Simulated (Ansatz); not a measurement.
# C2H7F2NSi2: the cost of one run

Method: RKS PBE/6-31G*, in Ansatz 0.2.0.

**1. Starting point**

Bond lengths: N1–C2 1.530 Å, C2–C3 1.534 Å, C3–F4 1.342 Å, C3–F5 1.326 Å, C2–Si6 1.877 Å, C2–Si7 1.892 Å, Si6–Si7 2.270 Å, N1–H8 1.054 Å, N1–H9 0.964 Å, C3–H10 1.097 Å, Si6–H11 1.513 Å, Si6–H12 1.471 Å, Si7–H13 1.480 Å, Si7–H14 1.472 Å. Angles (14 of 27 angles, heavy atoms first): N1–C2–C3 118.3°, N1–C2–Si6 116.1°, N1–C2–Si7 113.3°, C3–C2–Si6 113.1°, C3–C2–Si7 114.1°, Si6–C2–Si7 74.1°, C2–C3–F4 106.5°, C2–C3–F5 109.1°, F4–C3–F5 110.3°, C2–Si6–Si7 53.3°, C2–Si7–Si6 52.7°, C2–N1–H8 103.9°, C2–N1–H9 111.2°, C2–C3–H10 113.5°.

As a file:

```xyz
14

N    -0.8822   -1.2478    0.8788
C    -0.1441   -0.1633    0.0919
C    -0.7197    0.2731   -1.2618
F    -0.7447   -0.8225   -2.0364
F    -1.9482    0.7377   -1.0807
Si    0.5362    1.2681    1.0982
Si    1.7353   -0.3804    0.0988
H    -1.8502   -0.8510    1.0083
H    -1.0414   -2.0274    0.3342
H    -0.1081    1.0248   -1.7753
H     0.2458    1.1644    2.5794
H     0.4604    2.5681    0.4146
H     2.2805   -0.0469   -1.2364
H     2.1674   -1.5261    0.9154
```

**2. End point A**

File input.yaml:

```yaml
crystal:
  periodic: [false, false, false]
  atoms:
    - { symbol: "N", position_ang: [-0.8822, -1.2478, 0.8788] }
    - { symbol: C, position_ang: [-0.1441, -0.1633, 0.0919] }
    - { symbol: C, position_ang: [-0.7197, 0.2731, -1.2618] }
    - { symbol: F, position_ang: [-0.7447, -0.8225, -2.0364] }
    - { symbol: F, position_ang: [-1.9482, 0.7377, -1.0807] }
    - { symbol: Si, position_ang: [0.5362, 1.2681, 1.0982] }
    - { symbol: Si, position_ang: [1.7353, -0.3804, 0.0988] }
    - { symbol: H, position_ang: [-1.8502, -0.851, 1.0083] }
    - { symbol: H, position_ang: [-1.0414, -2.0274, 0.3342] }
    - { symbol: H, position_ang: [-0.1081, 1.0248, -1.7753] }
    - { symbol: H, position_ang: [0.2458, 1.1644, 2.5794] }
    - { symbol: H, position_ang: [0.4604, 2.5681, 0.4146] }
    - { symbol: H, position_ang: [2.2805, -0.0469, -1.2364] }
    - { symbol: H, position_ang: [2.1674, -1.5261, 0.9154] }
basis:
  gaussian: { orbitals: "6-31G*" }
hamiltonian:
  xc: pbe
relax:
  f_tol: 0.015
  max_steps: 40
```

Started as:

```sh
$ ansatz run input.yaml --threads 2 --pin off --max-ram 3072MiB --backend cpu --events-out ev --progress --plain --runs-dir out
```

**Question.** How long does this run take on 2 threads of Arm Neoverse V1, shared host, and how much memory does it need?

About 46 s, with a peak of 0.18 GiB.
